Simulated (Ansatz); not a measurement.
# InHCl2O (SMILES [OH][In]([Cl])[Cl]): CCSD(T)/def2-SVP (core potential)

Aim: the vertical singlet–triplet gap of InHCl2O at CCSD(T)/def2-SVP (core potential), from 2 runs. 

Program for the calculation: Ansatz 0.2.0.

59 further runs of the same task are left out: 6 that didn't finish, 53 set aside as unsound or not needed.

## Step 1: Starting point

InHCl2O has 5 atoms, charge 0, and is taken as a singlet. SMILES: `[OH][In]([Cl])[Cl]`. Geometry: relaxed at PBE0-D4/def2-TZVP.

Bond lengths: O1–In2 1.961 Å, In2–Cl3 2.307 Å, In2–Cl4 2.290 Å, O1–H5 0.962 Å. Angles: O1–In2–Cl3 119.6°, O1–In2–Cl4 119.8°, Cl3–In2–Cl4 120.6°, In2–O1–H5 111.7°.

## Step 2: The energy at CCSD(T)/def2-SVP (core potential)

The input, in.yaml:

```yaml
crystal:
  periodic: [false, false, false]
  atoms:
    - {symbol: O, position_ang: [-0.347800, 1.510200, -0.137200]}
    - {symbol: In, position_ang: [-0.087900, -0.432900, -0.100800]}
    - {symbol: Cl, position_ang: [1.722600, -1.320600, 1.019900]}
    - {symbol: Cl, position_ang: [-1.580600, -1.801600, -1.170600]}
    - {symbol: H, position_ang: [0.343600, 1.971200, 0.347200]}
basis:
  gaussian:
    orbitals: def2-SVP
magnetization:
  spin_polarized: false
  initial_magnetization: 0
correlation:
  method: ccsd_t
  frozen_orbitals: {Cl: 5, H: 0, In: 4, O: 1}
accuracy: high
scf:
  omitted_lower_state_checks: [cluster_reference, increment]
```

The run is started by

```sh
ansatz run in.yaml --threads 1 --pin off --max-ram 3480MiB --events-out events.jsonl --progress --plain --runs-dir runs
```

Log, cut to the lines that bear on the results:

```text
Warning: RAYON_NUM_THREADS=1 ignored (pool sized by the plan → 1); use --threads N
Functional definition: HF
  name "HF"
[...]
1712 factors; integrals over basis functions are off by at most 8.7e-9 eV
[...]
mean field -32202.47040711 eV, -1183.4189598428 hartree, gradient 1.2e-8 eV, S^2 0.000000; 0 other end points of the search recorded, 0 dependent functions left out
15 core orbitals not correlated: weight in the atoms' cores, before any rotation towards them, 1.000 or more for the frozen orbitals, at most 0.000 for the correlated occupied ones
reference -32202.47040711 eV, -1183.4189598428 hartree; 17, 17 occupied and 49, 49 virtual orbitals, 1712 factors
second order -14.50869050 eV of doubles, -0.00000000 eV of singles
cycle   1  -14.90306299 eV  change   -3.9e-1 eV  update   9.5e-2
[...]
cycle  21  -15.30712670 eV  change    1.2e-9 eV  update   1.1e-9
perturbative correction -0.35625143 eV, -0.0130919987 hartree
Total energy: -32218.13378525 eV, -1183.9945783723 hartree
Checks for a lower state left out: cluster_reference, increment
```

It took 17 s on 1 thread of Arm Neoverse V2, shared host; peak memory 0.37 GiB.

## Step 3: The triplet at the same level

The input, in.yaml:

```yaml
crystal:
  periodic: [false, false, false]
  atoms:
    - {symbol: O, position_ang: [-0.347800, 1.510200, -0.137200]}
    - {symbol: In, position_ang: [-0.087900, -0.432900, -0.100800]}
    - {symbol: Cl, position_ang: [1.722600, -1.320600, 1.019900]}
    - {symbol: Cl, position_ang: [-1.580600, -1.801600, -1.170600]}
    - {symbol: H, position_ang: [0.343600, 1.971200, 0.347200]}
basis:
  gaussian: {orbitals: def2-SVP}
scf: {omitted_lower_state_checks: [cluster_reference, increment]}
magnetization: {spin_polarized: true, initial_magnetization: 2}
accuracy: high
correlation: {method: ccsd_t, frozen_orbitals: {Cl: 5, H: 0, In: 4, O: 1}}
```

The run is started by

```sh
ansatz run in.yaml --threads 1 --pin off --max-ram 3480MiB --events-out events.jsonl --progress --plain --runs-dir runs
```

Log:

```text
Warning: RAYON_NUM_THREADS=1 ignored (pool sized by the plan → 1); use --threads N
[... 17 lines left out ...]
15 core orbitals not correlated: weight in the atoms' cores, before any rotation towards them, 1.000 or more for the frozen orbitals, at most 0.000 for the correlated occupied ones
[... 43 lines left out ...]
Total energy: -32212.68691567 eV, -1183.7944096075 hartree
Checks for a lower state left out: cluster_reference, increment
```

It took 1.8 min on 1 thread of Arm Neoverse V2, shared host; peak memory 0.69 GiB.

## Step 4: Outcome

Level: CCSD(T)/def2-SVP (core potential), 15 core orbitals frozen.

```
                                             quantity           value
                                singlet: total energy  -1183.99458 Eh
singlet: correlation energy (15 core orbitals frozen)      -575.6 mEh
                              singlet: (T) correction      -13.09 mEh
                               singlet: T1 diagnostic           0.013
                                triplet: total energy  -1183.79441 Eh
triplet: correlation energy (15 core orbitals frozen)      -542.2 mEh
                              triplet: (T) correction      -12.55 mEh
           triplet: ⟨S²⟩ of the reference determinant           2.012
                               triplet: T1 diagnostic           0.017
     vertical energy of the triplet above the singlet        5.447 eV
```

In words: At this shape the triplet lies 5.45 eV (526 kJ/mol) above the singlet. The triples (singlet) make up 2.3 % of the correlation energy. The triples (triplet) make up 2.3 % of the correlation energy.
